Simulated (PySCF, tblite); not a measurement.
**C2H11Si4 radical: geometry, infrared bands and EPR parameters**

What infrared bands and EPR parameters should C2H11Si4 radical (`C=C[SiH2][SiH][SiH2][SiH3]`) show?

Programs: tblite 0.8.0 and PySCF 2.14.0, with density-fitted response routines of our own. Each step states its level of theory. These are calculated values for one molecule in the gas phase, unless marked as measured. Atoms count from 0, in the outputs and in this text.

### 1 Starting geometry

17 atoms, charge 0, multiplicity 2; geometry from: force field or distance geometry start.

Bonds of the start (Å): C0–C1 1.31, C1–Si2 1.83, Si2–Si3 2.20, Si3–Si4 2.21, Si4–Si5 2.24, C0–H6 1.08, C0–H7 1.09, C1–H8 1.09, Si2–H9 1.48, Si2–H10 1.48, Si3–H11 1.47, Si4–H12 1.49, Si4–H13 1.45, Si5–H14 1.46, Si5–H15 1.49, Si5–H16 1.47.

### 2 Geometry optimisation with GFN2-xTB

The job: settings as JSON, then the geometry in Å.

```
{"job": {"kind": "relax", "xc": "GFN2-xTB", "basis": "xTB"}, "charge": 0, "multiplicity": 2}
C     -3.446000    -0.669900     0.772900
C     -2.155100    -0.453600     0.651400
Si    -1.602300     1.075200    -0.181500
Si     0.312200     0.926700    -1.257800
Si     2.105000     0.887400     0.028900
Si     3.144000    -1.093900    -0.136000
H     -4.217600    -0.007500     0.406700
H     -3.763100    -1.583200     1.284900
H     -1.479700    -1.199900     1.070700
H     -2.649600     1.384500    -1.180500
H     -1.659300     2.214000     0.767300
H      0.306500    -0.105200    -2.300900
H      3.095300     1.867300    -0.493400
H      1.885800     1.220100     1.428200
H      2.850700    -1.587900    -1.480600
H      4.612400    -0.890500    -0.021100
H      2.654000    -1.971600     0.929900
```

Run with:

```bash
OMP_NUM_THREADS=1 python probes_run.py task.json out
```

The driver reads the jobs from task.json and runs them one after another.

**Question.** This job is followed by: GFN2-xTB harmonic vibrations, gas phase; UKS B3LYP, pcH-1 on C H Si, non-relativistic, mean-field spin-orbit, GIAO. Predict these results of the whole session: strongest single infrared mode (GFN2-xTB); zero-point energy (GFN2-xTB); g(iso) (B3LYP); ⟨S²⟩; largest a(iso) (averaged by class); surface potential, 1st and 99th percentile.

As calculated:

| quantity | value |
| --- | --- |
| strongest single infrared mode (GFN2-xTB) | 553 cm⁻¹, 630 km/mol |
| zero-point energy (GFN2-xTB) | 65.6 kcal/mol |
| g(iso) (B3LYP) | 2.00465 |
| ⟨S²⟩ | 0.753 (exact 0.75) |
| largest a(iso) (averaged by class) | 29Si on Si3, -272.9 MHz |
| surface potential, 1st and 99th percentile | -0.38 V and 1.04 V |

In words: The optimisation took 118 steps and gained 0.574 eV; among the close pairs (by a distance rule), Si2–Si3 changed most, from 2.201 to 2.307 Å. The lowest mode is slightly imaginary (13i cm⁻¹), a soft motion within the noise of the Hessian, so the minimum is not strictly shown. The strongest single mode, at 553 cm⁻¹, moves mainly H11 and H13. Unscaled tight-binding wavenumbers are off by several per cent, some by more. Its intensities can rank the bands wrongly. Si3 carries the largest spin population, 0.96 e. The isotropic g lies 2.3 ppt above the free-electron value.
